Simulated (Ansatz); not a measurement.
**BCl2HO + SiH4: a complex and its separated parts**

The complex below is one end of an elementary step. How strongly is it bound against its free parts?

The runs use Ansatz 0.2.0, Gaussian basis; PBE0-D4/def2-TZVP structures, single points in def2-TZVPP, no counterpoise correction.

Levels: SPW92, PBE-D4, BLYP-D4, r2SCAN-D4, B97M-V, PBE0-D4, B3LYP-D4, r2SCAN0-D4, BHLYP-D4, CAM-B3LYP-D4, wB97X-V, wB97M-V, B2PLYP, PBE-QIDH, RPA on PBE, Hartree-Fock, MP2, CCSD, CCSD(T).

Correlated methods freeze the cores. B3LYP uses VWN-RPA correlation. B2PLYP carries no dispersion term here.

94 further runs of the same task are left out: 94 set aside as unsound or not needed. Runs told in other sessions of the task aren't counted.

**1. Where the work starts**

The complex: 10 atoms, charge 0, spin multiplicity 1.

Atoms are counted from 1 here; the program's logs count them from 0.

Bond lengths: B1–O2 1.340 Å, B1–Cl3 1.747 Å, B1–Cl4 1.761 Å, O2–H7 0.962 Å, H5–Si6 1.486 Å, Si6–H8 1.485 Å, Si6–H9 1.483 Å, Si6–H10 1.484 Å. Angles: O2–B1–Cl3 118.7°, O2–B1–Cl4 121.6°, Cl3–B1–Cl4 119.7°, B1–O2–H7 113.4°, H5–Si6–H8 108.9°, H5–Si6–H9 109.4°, H5–Si6–H10 109.4°, H8–Si6–H9 109.6°, H8–Si6–H10 109.6°, H9–Si6–H10 110.0°.

Coordinates:

```mol
BCl2H5OSi
  3D, bonds by distance, orders not assigned

 10  8  0  0  0  0  0  0  0  0999 V2000
   -1.0476    1.5472   -0.3216 B   0  0
   -0.1123    2.4970   -0.4573 O   0  0
   -1.4515    0.5623   -1.7071 Cl  0  0
   -1.8765    1.2819    1.2089 Cl  0  0
    1.1549   -0.3362    0.4164 H   0  0
    0.8837   -1.7785    0.1822 Si  0  0
    0.0522    2.9894    0.3526 H   0  0
    1.8150   -2.5839    1.0132 H   0  0
   -0.5163   -2.0859    0.5646 H   0  0
    1.0983   -2.0934   -1.2517 H   0  0
  1  2  8  0
  1  3  8  0
  1  4  8  0
  2  7  8  0
  5  6  8  0
  6  8  8  0
  6  9  8  0
  6 10  8  0
M  END
```

Its parts: BCl2HO holds atoms 1, 2, 3, 4, 7; SiH4 holds atoms 5, 6, 8, 9, 10. Each part counts its atoms afresh in its own runs.

**2. Relaxing BCl2HO alone**

The input, relax-a/in.yaml:

```yaml
crystal:
  periodic: [false, false, false]
  atoms:
    - {symbol: B, position_ang: [-1.047627, 1.547209, -0.321635]}
    - {symbol: O, position_ang: [-0.112311, 2.496972, -0.457306]}
    - {symbol: Cl, position_ang: [-1.451496, 0.562338, -1.707130]}
    - {symbol: Cl, position_ang: [-1.876492, 1.281924, 1.208908]}
    - {symbol: H, position_ang: [0.052161, 2.989443, 0.352561]}
basis:
  gaussian: {orbitals: def2-TZVP}
hamiltonian: {xc: pbe0, dispersion: d4}
relax: {f_tol: 0.005, max_steps: 200}
```

Command:

```sh
ansatz run in.yaml --threads 8 --pin off --events-out ev --progress --plain --max-ram 19148MiB
```

The runs that follow: Relaxing SiH4 alone; SPW92/def2-TZVPP; PBE-D4/def2-TZVPP; BLYP-D4/def2-TZVPP; r2SCAN-D4/def2-TZVPP; B97M-V/def2-TZVPP; PBE0-D4/def2-TZVPP; B3LYP-D4/def2-TZVPP; r2SCAN0-D4/def2-TZVPP; BHLYP-D4/def2-TZVPP; CAM-B3LYP-D4/def2-TZVPP; wB97X-V/def2-TZVPP; wB97M-V/def2-TZVPP; B2PLYP/def2-TZVPP; PBE-QIDH/def2-TZVPP; RPA on PBE/def2-TZVPP; CCSD(T)/def2-TZVPP; Vibrations of BCl2HO; Vibrations of SiH4.

Q: Predict the outcome of this session. Wanted: complex less parts, CCSD(T)/def2-TZVPP; with zero-point energy; largest T1 diagnostic.

As calculated:

| quantity | value |
| --- | --- |
| complex less parts, CCSD(T)/def2-TZVPP | -6.1 kJ/mol |
| with zero-point energy | -3.7 kJ/mol |
| largest T1 diagnostic | 0.011 |

What this shows: At CCSD(T) the complex lies 6.1 kJ/mol below its parts. Among the functionals r2SCAN-D4 lands nearest to CCSD(T) (-0.9 kJ/mol) and B2PLYP farthest (+5.1 kJ/mol). Mean unsigned error by rung: LDA 4.9, GGA 1.6, meta-GGA 1.2, hybrid 1.7, range-separated hybrid 1.6, double hybrid 3.7 kJ/mol. The double hybrids carry no dispersion term here, unlike the levels marked D4 or V. PBE-D4 gives a relative energy 2.2 kJ/mol too low, an error of 36 % of the reference. No counterpoise was applied, and triple zeta lacks some correlation, so the CCSD(T) reference has a basis error of its own, and close matches with it are partly luck.
